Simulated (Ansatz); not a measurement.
This script for Ansatz's Python interface starts 8 runs on BrClMg, SMILES [Cl][Mg][Br]. What input does the engine get in each?

Script `scan.py`:
```python
# -*- coding: utf-8 -*-
"""Potential curve of BrClMg along one bond."""

import warnings

import ansatz as az
from ase import Atoms
import numpy as np

warnings.simplefilter("ignore", az.DeckWarning)

atoms = Atoms(["Cl", "Mg", "Br"], positions=[
    (0.9454, 2.0839, 0.7351),
    (0.0091, 0.0391, 0.0121),
    (-0.9654, -2.1879, -0.7604),
])
mol = az.Crystal.molecule_from_ase(atoms)

symbols = [site.symbol for site in mol.cartesian_sites]
start = np.array([site.position_ang for site in mol.cartesian_sites])
axis = (start[0] - start[1]) / np.linalg.norm(start[0] - start[1])
moving = [0]
lengths, energies = [2.079, 2.173, 2.268, 2.362, 2.457, 2.551, 2.646, 2.788], []
for length in lengths:
    xyz = start.copy()
    xyz[moving] += (length - np.linalg.norm(start[0] - start[1])) * axis
    point = az.Crystal.molecule()
    for symbol, place in zip(symbols, xyz):
        point = point.atom(symbol, place.tolist())
    job = (
        point.calculation()
        .basis(gaussian="def2-SVP")
        .functional("hf")
    )
    rep = job.run().report
    energies.append(rep["free_energy_ev"])
    print(f"r = {length:6.3f} A  E = {energies[-1]:.5f} eV  <S^2> = {abs(rep['mean_field']['state']['spin_squared']):.3f}")

# quartic fit about the minimum
fit = np.polynomial.Polynomial.fit(lengths, np.array(energies) - min(energies), 4).convert()
roots = [r.real for r in fit.deriv().roots() if abs(r.imag) < 1e-9 and fit.deriv(2)(r.real) > 0]
r_e = min(roots, key=lambda r: abs(r - lengths[int(np.argmin(energies))]))
print(f"minimum of the fit at {r_e:.4f} A, force constant {fit.deriv(2)(r_e):.2f} eV/A^2")
```

Run 1:
```yaml
crystal:
  periodic: [false, false, false]
  atoms:
    - { symbol: Cl, position_ang: [0.8331039798735345, 1.8386549909702052, 0.6483863157626459] }
    - { symbol: Mg, position_ang: [0.0091, 0.0391, 0.0121] }
    - { symbol: Br, position_ang: [-0.9654, -2.1879, -0.7604] }
basis:
  gaussian:
    orbitals: def2-SVP
hamiltonian:
  xc: hf
```

Run 2, against run 1:
```diff
-    - { symbol: Cl, position_ang: [0.8331039798735345, 1.8386549909702052, 0.6483863157626459] }
+    - { symbol: Cl, position_ang: [0.8703605330760896, 1.9200201516970927, 0.6771553940126164] }
```

Run 3, against run 1:
```diff
-    - { symbol: Cl, position_ang: [0.8331039798735345, 1.8386549909702052, 0.6483863157626459] }
+    - { symbol: Cl, position_ang: [0.9080134325893101, 2.0022508992402237, 0.7062305262865227] }
```

Run 4, against run 1:
```diff
-    - { symbol: Cl, position_ang: [0.8331039798735345, 1.8386549909702052, 0.6483863157626459] }
+    - { symbol: Cl, position_ang: [0.9452699857918655, 2.0836160599671114, 0.7349996045364933] }
```

Run 5, against run 1:
```diff
-    - { symbol: Cl, position_ang: [0.8331039798735345, 1.8386549909702052, 0.6483863157626459] }
+    - { symbol: Cl, position_ang: [0.982922885305086, 2.165846807510242, 0.7640747368103996] }
```

Run 6, against run 1:
```diff
-    - { symbol: Cl, position_ang: [0.8331039798735345, 1.8386549909702052, 0.6483863157626459] }
+    - { symbol: Cl, position_ang: [1.0201794385076413, 2.24721196823713, 0.7928438150603703] }
```

Run 7, against run 1:
```diff
-    - { symbol: Cl, position_ang: [0.8331039798735345, 1.8386549909702052, 0.6483863157626459] }
+    - { symbol: Cl, position_ang: [1.0578323380208619, 2.329442715780261, 0.8219189473342765] }
```

Run 8, against run 1:
```diff
-    - { symbol: Cl, position_ang: [0.8331039798735345, 1.8386549909702052, 0.6483863157626459] }
+    - { symbol: Cl, position_ang: [1.1141135141353602, 2.4523560436868355, 0.8653786187331681] }
```

`python scan.py` gives:
```text
r =  2.079 A  E = -87924.17831 eV  <S^2> = 0.000
r =  2.173 A  E = -87924.28297 eV  <S^2> = 0.000
r =  2.268 A  E = -87924.25280 eV  <S^2> = 0.000
r =  2.362 A  E = -87924.12859 eV  <S^2> = 0.000
r =  2.457 A  E = -87923.93759 eV  <S^2> = 0.000
r =  2.551 A  E = -87923.70567 eV  <S^2> = 0.000
r =  2.646 A  E = -87923.44408 eV  <S^2> = 0.000
r =  2.788 A  E = -87923.02684 eV  <S^2> = 0.000
minimum of the fit at 2.1962 A, force constant 13.76 eV/A^2
```

Caveats:
- These settings explore the input space; basis and method may be short of convergence.
- The rest of the molecule is held rigid at a force-field or estimated start geometry, and the basis set is modest; single-reference methods fail as a bond breaks.
- Hartree-Fock leaves correlation out, so bond, atomisation and ionisation energies come out well too low.
- The orbitals are restricted, so S² is zero by construction.
- Hardware and time: 3.9 s on 1 thread of Arm Neoverse V2 (shared host), peak memory 0.18 GiB.
